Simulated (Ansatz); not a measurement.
# CH₅NOSi: a ladder of functionals and wavefunction methods

One table from this session's results is given with a row withheld; the runs are named, their logs left out.

Program: Ansatz 0.2.0, Gaussian basis. Level of theory: functionals in def2-TZVPP, the program's frozen cores in correlated methods. These are calculated values, not measurements.

Plan: LDA (SPW92), PBE-D4, revPBE-D4, BLYP-D4, r2SCAN-D4, B97M-V, PBE0-D4, B3LYP-D4, r2SCANh-D4, r2SCAN0-D4, HSE06-D4, BHLYP-D4, CAM-B3LYP-D4, LC-ωPBE, ωB97X-V, ωB97M-V, B2PLYP, PBE-QIDH; CCSD(T)/def2-SVP; CCSD(T)/def2-TZVPP; MP2/def2-QZVPP; extrapolation to the limit; RPA on PBE.

**The relaxed structure**

The geometry comes from an earlier relaxation with PBE0-D4 in a triple-zeta def2 set; it is a stationary point, not always the lowest conformer.

SMILES `C1N[SiH2]O1`, 9 atoms, charge 0, spin multiplicity 1.

Atoms are counted from 1 here; the program's logs count them from 0.

Bond lengths: C1–N2 1.468 Å, C1–O4 1.436 Å, C1–H5 1.095 Å, C1–H6 1.097 Å, N2–Si3 1.726 Å, N2–H7 1.006 Å, Si3–O4 1.668 Å, Si3–H8 1.491 Å, Si3–H9 1.484 Å. Angles: N2–C1–O4 99.7°, N2–C1–H5 113.1°, N2–C1–H6 113.7°, O4–C1–H5 109.5°, O4–C1–H6 110.7°, H5–C1–H6 109.7°, C1–N2–Si3 87.4°, C1–N2–H7 118.3°, Si3–N2–H7 129.6°, N2–Si3–O4 81.7°, N2–Si3–H8 118.1°, N2–Si3–H9 117.7°, O4–Si3–H8 115.5°, O4–Si3–H9 114.4°, H8–Si3–H9 107.9°, C1–O4–Si3 90.7°.

Coordinates:

```xyz
9
CH5NOSi
C    -0.80082    0.72962    0.12172
N    -0.09076    0.03896   -0.96118
Si    0.72721   -0.86705    0.25950
O    -0.32079   -0.02369    1.24606
H    -1.88966    0.63065    0.05392
H    -0.53163    1.78852    0.22059
H     0.28735    0.59176   -1.71130
H     2.17621   -0.59661    0.48084
H     0.53149   -2.33847    0.27285
```

Set-up of the first run:

File in.yaml:

```yaml
crystal:
  periodic: [false, false, false]
  atoms:
    - {symbol: C, position_ang: [-0.800821, 0.729622, 0.121725]}
    - {symbol: N, position_ang: [-0.090764, 0.038960, -0.961183]}
    - {symbol: Si, position_ang: [0.727212, -0.867051, 0.259505]}
    - {symbol: O, position_ang: [-0.320789, -0.023690, 1.246060]}
    - {symbol: H, position_ang: [-1.889661, 0.630652, 0.053917]}
    - {symbol: H, position_ang: [-0.531625, 1.788521, 0.220586]}
    - {symbol: H, position_ang: [0.287348, 0.591764, -1.711296]}
    - {symbol: H, position_ang: [2.176211, -0.596611, 0.480837]}
    - {symbol: H, position_ang: [0.531488, -2.338466, 0.272851]}
basis:
  gaussian: {orbitals: def2-TZVPP}
hamiltonian: {xc: lda}
output: {orbitals: {seedname: orbitals}}
```

Command:

```console
> ansatz run in.yaml --threads 2 --pin off --events-out ev --progress --plain --max-ram 4352MiB
```

Among the steps run: LDA; PBE-D4 (GGA); revPBE-D4 (GGA); BLYP-D4 (GGA); r2SCAN-D4 (meta-GGA); B97M-V (meta-GGA); B3LYP-D4 (hybrid); r2SCANh-D4 (hybrid); r2SCAN0-D4 (hybrid); HSE06-D4 (hybrid); BHLYP-D4 (hybrid); CAM-B3LYP-D4 (range-separated); LC-ωPBE (range-separated); ωB97X-V (range-separated); ωB97M-V (range-separated); B2PLYP (double hybrid); PBE-QIDH (double hybrid).

One table of the session follows, with a row left open; its other results are not shown here.

It belongs to the step «Frontier levels by functional». 

```
  functional  HOMO (eV)  gap (eV)
 LDA (SPW92)      -5.80      4.37
      PBE-D4      -5.71      4.52
   revPBE-D4      -5.67      4.59
     BLYP-D4      -5.61      4.55
   r2SCAN-D4      -5.98      5.22
      B97M-V      -6.14      5.16
     PBE0-D4      -7.11      6.83
    B3LYP-D4      -6.90      6.38
  r2SCANh-D4      -6.51      6.05
  r2SCAN0-D4          ?         ?
    HSE06-D4      -6.70      6.05
    BHLYP-D4      -8.46      9.05
CAM-B3LYP-D4      -8.53      9.23
     LC-ωPBE      -9.89     11.82
     ωB97X-V      -9.54     11.31
     ωB97M-V      -9.44     10.87
```

Q: Estimate the row for r2SCAN0-D4 from the others.

Worked estimate for «HOMO (eV)». Against the share of exact exchange, r2SCAN-D4 (0, -5.98), r2SCANh-D4 (0.1, -6.51) give a slope of -5.30 per unit share; at 0.25 the line stands at -7.30.

**Answer.** HOMO (eV): -7.30; gap (eV): 7.28. In «HOMO (eV)» the line misses by 0.00.
